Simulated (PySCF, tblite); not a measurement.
# C₈H₁₂Si₂: geometry, infrared bands and NMR shifts

What infrared bands and NMR shifts should C₈H₁₂Si₂ (`[SiH3]/C=C(\[SiH3])c1ccccc1`) show?

Computed with tblite 0.8.0 and PySCF 2.14.0, with density-fitted response routines of our own, on a single molecule in the gas phase. Atoms are numbered from 0 throughout.

**1. The molecule as given**

22 atoms, charge 0, multiplicity 1; geometry from: force field or distance geometry start.

Bonds of the start (Å): Si0–C1 1.85, C1–C2 1.36, C2–Si3 1.85, C2–C4 1.49, C4–C5 1.40, C5–C6 1.39, C6–C7 1.39, C7–C8 1.40, C8–C9 1.39, C9–C4 1.41, Si0–H10 1.48, Si0–H11 1.48, Si0–H12 1.49, C1–H13 1.08, Si3–H14 1.48, Si3–H15 1.49, Si3–H16 1.49, C5–H17 1.09, C6–H18 1.09, C7–H19 1.09, C8–H20 1.08, C9–H21 1.09.

**2. Optimising the geometry with GFN2-xTB**

Job settings and geometry (Å):

```
{"job": {"kind": "relax", "xc": "GFN2-xTB", "basis": "xTB"}, "charge": 0, "multiplicity": 1}
Si     3.367300     0.727800    -1.038000
C      1.543300     0.614400    -0.766700
C      0.848600    -0.179200     0.084600
Si     1.466400    -1.443100     1.278700
C     -0.630500    -0.017600     0.074800
C     -1.253700     0.917100     0.907300
C     -2.634200     1.085600     0.877900
C     -3.404100     0.329000     0.009900
C     -2.796600    -0.598700    -0.846100
C     -1.419800    -0.763400    -0.816800
H      3.847100    -0.506200    -1.697400
H      3.645600     1.891500    -1.907600
H      4.054900     0.908700     0.268900
H      1.023200     1.310000    -1.401200
H      2.786700    -1.957500     0.851000
H      0.531400    -2.601700     1.388400
H      1.625200    -0.831300     2.633000
H     -0.655700     1.517600     1.590500
H     -3.109100     1.808500     1.546600
H     -4.484100     0.455900    -0.010400
H     -3.408600    -1.174500    -1.531300
H     -0.953500    -1.473400    -1.496900
```

Started as:

```
$ OMP_NUM_THREADS=1 python probes_run.py task.json out
```

This one command runs all jobs of the session in turn.

Log:

```text
step      E/eV     max force
  0    -725.19391    1.962
  1    -725.26527    1.192
  2    -725.29301    0.291
  3    -725.30094    0.239
  4    -725.30776    0.207
  5    -725.31230    0.148
  6    -725.31601    0.109
  7    -725.31808    0.095
  8    -725.31962    0.082
  9    -725.32085    0.076
 10    -725.32175    0.070
 11    -725.32238    0.052
 12    -725.32297    0.054
 13    -725.32356    0.054
 14    -725.32406    0.046
 15    -725.32444    0.046
 16    -725.32481    0.060
 17    -725.32527    0.074
 18    -725.32576    0.062
 19    -725.32616    0.042
 20    -725.32646    0.039
 21    -725.32674    0.044
 22    -725.32705    0.055
 23    -725.32734    0.045
 24    -725.32760    0.047
 25    -725.32789    0.053
 26    -725.32825    0.051
 27    -725.32860    0.038
 28    -725.32885    0.030
 29    -725.32902    0.033
 30    -725.32917    0.040
 31    -725.32934    0.038
 32    -725.32954    0.029
 33    -725.32976    0.034
 34    -725.32999    0.039
 35    -725.33021    0.037
 36    -725.33035    0.033
 37    -725.33044    0.021
 38    -725.33052    0.027
 39    -725.33063    0.031
 40    -725.33077    0.031
 41    -725.33090    0.026
 42    -725.33100    0.021
 43    -725.33108    0.024
 44    -725.33117    0.024
 45    -725.33125    0.021
 46    -725.33133    0.019
 47    -725.33139    0.017
 48    -725.33145    0.019
 49    -725.33150    0.019
 50    -725.33155    0.015
 51    -725.33159    0.013
 52    -725.33164    0.016
 53    -725.33168    0.016
 54    -725.33172    0.016
 55    -725.33176    0.017
 56    -725.33181    0.019
 57    -725.33188    0.024
 58    -725.33195    0.023
 59    -725.33200    0.019
 60    -725.33205    0.014
 61    -725.33209    0.015
 62    -725.33212    0.014
 63    -725.33216    0.017
 64    -725.33219    0.016
 65    -725.33222    0.010
 66    -725.33224    0.009
```

Wall time 1.1 s (1 thread of Arm Neoverse N1, shared host).

Relaxation path: (not every step is listed)

```csv
step,energy from step 0 (eV),largest force (eV/Å)
0,0.0000,1.9616
1,-0.0714,1.1923
2,-0.0991,0.2914
3,-0.1070,0.2391
4,-0.1139,0.2069
5,-0.1184,0.1484
6,-0.1221,0.1087
7,-0.1242,0.0950
8,-0.1257,0.0815
13,-0.1297,0.0535
18,-0.1318,0.0617
23,-0.1334,0.0450
28,-0.1349,0.0301
33,-0.1359,0.0340
38,-0.1366,0.0266
43,-0.1372,0.0244
48,-0.1375,0.0193
53,-0.1378,0.0162
58,-0.1380,0.0229
61,-0.1382,0.0149
62,-0.1382,0.0139
63,-0.1383,0.0174
64,-0.1383,0.0156
65,-0.1383,0.0099
66,-0.1383,0.0088
```

Distances of close pairs at the start and the end, largest changes first:

```csv
bond,before (Å),after (Å),change (Å)
C2–Si3,1.845,1.891,+0.045
Si0–C1,1.848,1.880,+0.032
Si3–H16,1.495,1.467,-0.028
Si3–H15,1.493,1.466,-0.027
Si0–H12,1.488,1.465,-0.022
C1–C2,1.355,1.335,-0.020
Si3–H14,1.480,1.462,-0.018
C7–C8,1.401,1.385,-0.016
```

The end geometry stands in the next job.

**3. Vibrational analysis with GFN2-xTB**

Job settings and geometry (Å):

```
{"job": {"kind": "ir", "xc": "GFN2-xTB", "basis": "xTB"}, "charge": 0, "multiplicity": 1}
Si     3.424654     0.666082    -0.989154
C      1.553762     0.649727    -0.806634
C      0.820507    -0.107070     0.013172
Si     1.475103    -1.388353     1.239752
C     -0.651700     0.030866     0.023848
C     -1.269279     0.924255     0.891865
C     -2.646605     1.048885     0.906456
C     -3.424308     0.280958     0.056528
C     -2.816900    -0.613245    -0.808765
C     -1.439766    -0.738864    -0.824578
H      3.886220    -0.564145    -1.640147
H      3.775406     1.814223    -1.830686
H      4.077757     0.804739     0.315392
H      1.014016     1.345106    -1.447493
H      2.790928    -1.870048     0.821125
H      0.519949    -2.499731     1.284796
H      1.556377    -0.768557     2.566407
H     -0.659881     1.525922     1.551784
H     -3.114782     1.748796     1.583260
H     -4.499758     0.379586     0.067772
H     -3.418718    -1.215006    -1.474362
H     -0.963393    -1.434740    -1.501187
```

Log:

```text
mode    cm-1     km/mol
  1     -38.7      0.00
  2     -21.5      0.14
  3      74.3      0.04
  4      83.1      0.06
  5      90.1      0.01
  6     147.8      0.15
  7     205.2      0.03
  8     237.3      0.60
  9     261.9      1.75
 10     363.0      0.01
 11     420.0      6.07
 12     442.2     18.28
 13     489.7     10.80
 14     533.3     22.29
 15     540.1     48.14
 16     579.2     22.12
 17     587.1     95.84
 18     608.3     47.91
 19     634.1     24.73
 20     666.1      0.55
 21     743.2      7.42
 22     765.7    100.11
 23     775.8    393.93
 24     786.4    156.89
 25     789.9    209.89
 26     794.7    173.43
 27     804.4    287.97
 28     825.4    280.69
 29     839.2     93.51
 30     875.5      0.02
 31     891.0      1.81
 32     906.6      6.06
 33     926.0      0.02
 34     929.5      0.02
 35     996.3      3.95
 36    1083.7      0.04
 37    1117.7      1.44
 38    1181.6      0.02
 39    1194.5      1.09
 40    1237.8     17.93
 41    1280.3      0.17
 42    1285.0     11.03
 43    1314.7      0.27
 44    1429.4      0.11
 45    1472.9      5.02
 46    1581.6      0.76
 47    1599.0     14.20
 48    1633.1     11.73
 49    2229.4     53.06
 50    2233.2    384.40
 51    2239.4    630.71
 52    2243.8     33.01
 53    2245.6    329.68
 54    2269.8    338.68
 55    2967.9     57.90
 56    3067.0      7.65
 57    3067.8     19.72
 58    3075.6     16.92
 59    3081.0    106.26
 60    3091.1     64.87
```

Wall time 2 s (1 thread of Arm Neoverse N1, shared host).

Which atoms move in the most intense modes:

```csv
cm⁻¹,km/mol,atoms
776,393.9,"H14 33 %, H16 25 %, H15 18 %"
790,209.9,"H11 42 %, H10 40 %"
804,288.0,"H11 17 %, H14 16 %, H10 13 %, H15 12 %"
825,280.7,"C1 28 %, Si0 20 %"
2233,384.4,"H16 25 %, H10 24 %, H11 18 %, H12 16 %"
2239,630.7,"H16 38 %, H12 24 %, H11 21 %, H10 10 %"
2246,329.7,"H12 47 %, H11 25 %, H15 20 %"
2270,338.7,H14 93 %
```

**4. NMR shieldings: PBE0/pcSseg-1**

Settings changed since step 3:

```diff
@@ -1,2 +1,2 @@
-{"job": {"kind": "ir", "xc": "GFN2-xTB", "basis": "xTB"}, "charge": 0, "multiplicity": 1}
+{"job": {"kind": "nmr", "xc": "PBE0", "basis": "pcSseg-1"}, "charge": 0, "multiplicity": 1}
 Si     3.424654     0.666082    -0.989154
```

Method: GIAO PBE0/pcSseg-1 NMR shielding, non-relativistic, gas phase.

Log:

```text
coarse grid: 19376 points
cycle   1  E = -890.2319448572  dE =  1.329e+00  |g| = 3.980e-01  |ddm| = 4.530e+00
cycle   2  E = -890.2316666110  dE =  2.782e-04  |g| = 4.074e-01  |ddm| = 1.054e+00
cycle   3  E = -890.2767125203  dE = -4.505e-02  |g| = 3.636e-02  |ddm| = 5.109e-01
cycle   4  E = -890.2768694692  dE = -1.569e-04  |g| = 2.861e-02  |ddm| = 7.315e-02
cycle   5  E = -890.2770866820  dE = -2.172e-04  |g| = 6.352e-03  |ddm| = 3.324e-02
cycle   6  E = -890.2770945671  dE = -7.885e-06  |g| = 2.819e-03  |ddm| = 7.733e-03
final grid: 177984 points
cycle   7  E = -890.3343073434  dE = -2.371e-05  |g| = 9.209e-03  |ddm| = 4.773e-02
cycle   8  E = -890.3342730463  dE =  3.430e-05  |g| = 1.444e-02  |ddm| = 2.881e-02
cycle   9  E = -890.3343296028  dE = -5.656e-05  |g| = 2.835e-03  |ddm| = 1.817e-02
cycle  10  E = -890.3343317084  dE = -2.106e-06  |g| = 2.784e-04  |ddm| = 2.748e-03
cycle  11  E = -890.3343317246  dE = -1.623e-08  |g| = 1.069e-04  |ddm| = 3.503e-04
cycle  12  E = -890.3343317274  dE = -2.777e-09  |g| = 2.329e-05  |ddm| = 1.241e-04
cycle  13  E = -890.3343317275  dE = -1.176e-10  |g| = 5.941e-06  |ddm| = 3.362e-05
converged SCF energy = -890.3343317275

GIAO shielding tensors (ppm)
atom      isotropic    diamagn.    paramagn.     s11        s22        s33       span
  0 Si     434.690     879.939    -445.249    414.196    425.267    464.608     50.412
  1 C       41.914     256.042    -214.128    -63.023     24.961    163.803    226.826
  2 C       13.552     262.056    -248.504    -95.132    -18.704    154.491    249.624
  3 Si     426.087     882.256    -456.170    391.939    421.791    464.530     72.591
  4 C       30.808     261.485    -230.677    -57.530     -8.106    158.060    215.591
  5 C       56.109     250.818    -194.709    -47.115     44.900    170.543    217.659
  6 C       53.480     254.641    -201.162    -56.728     38.644    178.522    235.250
  7 C       55.168     254.517    -199.349    -55.036     40.506    180.035    235.071
  8 C       52.838     254.683    -201.845    -58.137     38.163    178.489    236.626
  9 C       55.690     250.631    -194.941    -46.359     43.274    170.155    216.513
 10 H       27.332      28.763      -1.431     23.938     26.062     31.996      8.057
 11 H       27.544      28.101      -0.557     24.469     25.599     32.565      8.096
 12 H       27.427      28.748      -1.321     23.992     26.629     31.660      7.668
 13 H       24.941      34.208      -9.267     21.072     23.959     29.792      8.720
 14 H       27.212      30.485      -3.273     23.521     26.586     31.529      8.008
 15 H       27.701      30.033      -2.332     23.821     27.937     31.344      7.524
 16 H       27.318      30.077      -2.759     24.132     25.847     31.975      7.843
 17 H       24.445      34.214      -9.769     21.029     23.087     29.220      8.192
 18 H       24.130      30.172      -6.042     20.825     24.550     27.014      6.189
 19 H       24.211      28.940      -4.729     21.039     24.958     26.636      5.596
 20 H       24.076      30.146      -6.070     20.796     24.449     26.983      6.187
 21 H       24.426      34.104      -9.679     21.033     23.001     29.243      8.210
```

It took 1.9 min on 1 thread of Arm Neoverse N1, shared host; peak memory 1.1 GiB.

The references, computed at this level on geometries of the same kind, shield at (ppm): 1H TMS 31.72, 13C TMS 186.9, 29Si TMS 349.2. Their shielding less the atom's gives the shift. The references are single molecules in the gas phase. Atoms listed in one row are averaged.

```csv
atoms,environment,σ (ppm),δ (ppm),δ scaled to CDCl3
C2,fully substituted alkene carbon,13.6,173.4,167.3
C4,substituted aromatic carbon,30.8,156.1,150.5
C1,alkene CH,41.9,145.0,139.6
"C6, C8",aromatic CH,53.2,133.8,128.6
C7,aromatic CH,55.2,131.8,126.7
"C5, C9",aromatic CH,55.9,131.0,126.0
"H18, H20",hydrogen on an aromatic CH,24.10,7.61,7.28
H19,hydrogen on an aromatic CH,24.21,7.51,7.18
"H17, H21",hydrogen on an aromatic CH,24.44,7.28,6.97
H13,hydrogen on an alkene CH,24.94,6.78,6.49
"H14, H15, H16",hydrogen on a silicon bonded to C,27.41,4.31,–
"H10, H11, H12",hydrogen on a silicon bonded to C,27.43,4.28,–
Si3,"silicon bonded to C, 3 H",426.1,-76.9,–
Si0,"silicon bonded to C, 3 H",434.7,-85.5,–
```

The scaled column applies a straight-line fit of computed shieldings to shifts measured in CDCl3 (root-mean-square error 0.16 ppm for H, 1.9 ppm for C).

The run also stored atomic charges by several schemes (e):

```csv
atoms,Mulliken,IAO,Hirshfeld,ESP fit
Si0,0.50,0.59,0.31,0.37
C1,-0.28,-0.41,-0.13,-0.23
C2,-0.40,-0.23,-0.07,-0.25
Si3,0.56,0.59,0.31,0.40
C4,-0.24,0.00,0.00,0.36
"C5, C9",0.01,-0.16,-0.05,-0.30
"C6, C8",-0.07,-0.15,-0.05,-0.10
C7,-0.08,-0.16,-0.05,-0.20
```

Mayer bond orders: Si0–C1 0.90, C1–C2 1.90, C2–Si3 0.85, C2–C4 1.07, C4–C5 1.40, C5–C6 1.43, C6–C7 1.43, C7–C8 1.43, C8–C9 1.44, C9–C4 1.40.

Ring of atoms C4, C5, C6, C7, C8, C9: NICS(0) -8.8, NICS(1) -11.3, NICS(1)zz -28.9 ppm (means of both faces).

The fields below are evaluated on a grid from the run's orbitals.

Frontier orbitals at PBE0/pcSseg-1, with the share of their density that lies nearest to each atom:

```csv
orbital,energy (eV),lies on
HOMO,-7.17,"C4, C7 about 25 % each; C5, C9 about 9 % each; C6, C8 about 6 % each"
LUMO,-1.04,"C1, C2 about 27 % each; H13 7 %"
```

ELF in a plane through or near 8 of the atoms.

Ten even steps from '0' (0.00) to '9' (1.00):
```
0000000000000000000000000000
0000000000000000000000000000
0000000000000000000000000000
0000000000111000000000000000
0000000122343310000000000000
0000002785113410000000000000
0000001696170200000000000000
0000000054126302200132000000
0000011001598546400354210000
0000256410255851600656995000
0000253036583741501597999000
0000123719314156301648998000
0000122819456014100555783000
0000589743699600000232000000
0001899950499700000000000000
0000899940066100000000000000
0000168710000000000000000000
0000001000000000000000000000
0000000000000000000000000000
0000000000000000000000000000
```
The map spans 14.2 Å across and 10.4 Å up, centred on the molecule. Atoms in the plane (x, y in Å): Si0 (-3.5, -1.0), C1 (-1.6, -1.0), C2 (-0.8, 0.1), Si3 (-1.4, 1.9), C4 (0.7, 0.0), C7 (3.4, -0.3), H13 (-1.1, -1.9), H19 (4.5, -0.4).

On the surface of density 0.002 e/bohr³ the electrostatic potential runs, from the 1st to the 99th percentile, from -0.63 V near C8 to 0.88 V near H11.

**5. Outcome**

| quantity | value |
| --- | --- |
| strongest single infrared mode (GFN2-xTB) | 2239 cm⁻¹, 631 km/mol |
| zero-point energy (GFN2-xTB) | 98.4 kcal/mol |
| 13C shifts against TMS (PBE0/pcSseg-1, means over atoms taken as alike) | 173.4, 156.1, 145.0, 133.8, 131.8, 131.0 ppm |
| 1H shifts against TMS (PBE0/pcSseg-1, means over atoms taken as alike) | 7.61, 7.51, 7.28, 6.78, 4.31, 4.28 ppm |
| 29Si shifts against TMS (PBE0/pcSseg-1) | -76.9, -85.5 ppm |
| surface potential, 1st and 99th percentile | -0.63 V and 0.88 V |

**Reading.** Relaxing lowered the energy by 0.138 eV in 66 steps; the close pair that moved most is C2–Si3, from 1.845 to 1.891 Å. The lowest mode is imaginary (39i cm⁻¹), so the xTB geometry is not a minimum. The strongest single mode, at 2239 cm⁻¹, moves mainly H16, H12 and H11. GFN2-xTB is a fitted tight-binding method: band positions and strengths are rough. Its intensities can rank the bands wrongly. At PBE0/pcSseg-1: The widest tensor belongs to C2: span 250 ppm, with a paramagnetic part of -249 ppm. NICS(1)zz of -29 ppm above the planar ring from C4 marks a diatropic (aromatic) ring current. At PBE0/pcSseg-1, counted by nearest atom on the grid, the HOMO lies on C4, C7 about 25 % each; C5, C9 about 9 % each, the LUMO on C1, C2 about 27 % each; H13 7 %.
